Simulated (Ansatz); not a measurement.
# GeH4Br (doublet): from Hartree-Fock to the top rungs at distance Ge1–H5 along a hydrogen transfer = 2.151 Å, cc-pVDZ

How much of the correlation energy of GeH4Br (doublet) does each wave-function method recover here?

Method: cc-pVDZ, core rule «outside noble gas», up to 28 orbitals frozen; program: Ansatz 0.2.0, Gaussian basis.

Plan: UHF; CCSD(T) on ROHF; CCSD(T) on UHF; BCCD(T) on ROHF; CISD; CCSDT(Q) on ROHF; CCSDT(Q) on UHF; CASSCF and MRCISD+Q, 3 electrons in 3 orbitals; CASSCF and NEVPT2, 3 electrons in 3 orbitals; CASSCF and MRCISD+Q, 15 electrons in 12 orbitals; CASSCF and NEVPT2, 15 electrons in 12 orbitals.

**1. The system**

The geometry derives from fragments relaxed apart (PBE0/def2-TZVP) and kept rigid, so it is no stationary point. A hydrogen atom is moved between rigid fragments. No spin-orbit coupling is included. The filled d shell of Ge, Br may be among the frozen orbitals whatever the setting's name suggests; the logs give the count.

6 atoms, charge 0, spin multiplicity 2.

Atoms are counted from 1 here; the program's logs count them from 0.

Bond lengths: Ge1–H2 1.534 Å, Ge1–H3 1.534 Å, Ge1–H4 1.534 Å, H5–Br6 1.776 Å. Angles: H2–Ge1–H3 109.5°, H2–Ge1–H4 109.5°, H3–Ge1–H4 109.5°.

Geometry (Å):

```xyz
6
BrGeH4
Ge   -2.00800    0.00000    0.00000
H    -2.51945    1.44660    0.00000
H    -2.51945   -0.72330    1.25279
H    -2.51945   -0.72330   -1.25279
H     0.14300    0.00000    0.00000
Br    1.91900    0.00000    0.00000
```

**2. UHF**

File in.yaml:

```yaml
crystal:
  periodic: [false, false, false]
  atoms:
    - {symbol: Ge, position_ang: [-2.008003, 0.000000, 0.000000]}
    - {symbol: H, position_ang: [-2.519453, 1.446599, 0.000000]}
    - {symbol: H, position_ang: [-2.519453, -0.723300, 1.252792]}
    - {symbol: H, position_ang: [-2.519453, -0.723299, -1.252791]}
    - {symbol: H, position_ang: [0.142997, 0.000000, 0.000000]}
    - {symbol: Br, position_ang: [1.918997, 0.000000, 0.000000]}
basis:
  gaussian: {orbitals: cc-pVDZ}
magnetization: {spin_polarized: true, initial_magnetization: 1}
hamiltonian: {xc: hf}
output: {orbitals: {seedname: orbitals}}
```

Started as:

```
> ansatz run in.yaml --threads 1 --pin off --events-out ev --progress --plain --max-ram 2816MiB --backend cpu
```

The runs that follow: CCSD(T) on ROHF; CCSD(T) on UHF; BCCD(T) on ROHF; CISD; CCSDT(Q) on ROHF; CCSDT(Q) on UHF; CASSCF and MRCISD+Q, 3 electrons in 3 orbitals; CASSCF and NEVPT2, 3 electrons in 3 orbitals; CASSCF and MRCISD+Q, 15 electrons in 12 orbitals; CASSCF and NEVPT2, 15 electrons in 12 orbitals.

**Question.** What will the summary of the whole plan be? Wanted: UCCSDT(Q) below the RHF energy; RMP2 from UCCSDT(Q); UMP2 from UCCSDT(Q); RCCSD from UCCSDT(Q); RCCSD(T) from UCCSDT(Q); UCCSD(T) from UCCSDT(Q); RCCSDT(Q) from UCCSDT(Q); NEVPT2 pair from UCCSDT(Q); MRCISD+Q pair from UCCSDT(Q).

The runs gave:

| quantity | value |
| --- | --- |
| UCCSDT(Q) below the RHF energy | -7.5451 eV |
| RMP2 from UCCSDT(Q) | +30.04 kcal/mol |
| UMP2 from UCCSDT(Q) | +31.48 kcal/mol |
| RCCSD from UCCSDT(Q) | +4.35 kcal/mol |
| RCCSD(T) from UCCSDT(Q) | +0.92 kcal/mol |
| UCCSD(T) from UCCSDT(Q) | +0.90 kcal/mol |
| RCCSDT(Q) from UCCSDT(Q) | +0.05 kcal/mol |
| NEVPT2 pair from UCCSDT(Q) | +27.53 kcal/mol |
| MRCISD+Q pair from UCCSDT(Q) | +1.37 kcal/mol |
| NEVPT2 valence from UCCSDT(Q) | +31.66 kcal/mol |
| levels within 1 kcal/mol (43 meV) | RCCSD(T), UCCSD(T), BCCD(T), RCCSDT, UCCSDT, RCCSDT(Q), MRCISD+Q valence |
| T1 diagnostic | 0.020 |
| effectively unpaired electrons | 1.04 |

In words: RCCSD(T) lands +0.92 kcal/mol from the yardstick (0.5 % of the correlation energy). One determinant dominates. Of the multireference levels listed MRCISD+Q valence comes nearest in total energy (+0.72 kcal/mol), which doesn't show that its space is the better one. These misses are within one basis, not against nature; the frozen cores of restricted and unrestricted runs differ, which can shift their rows.
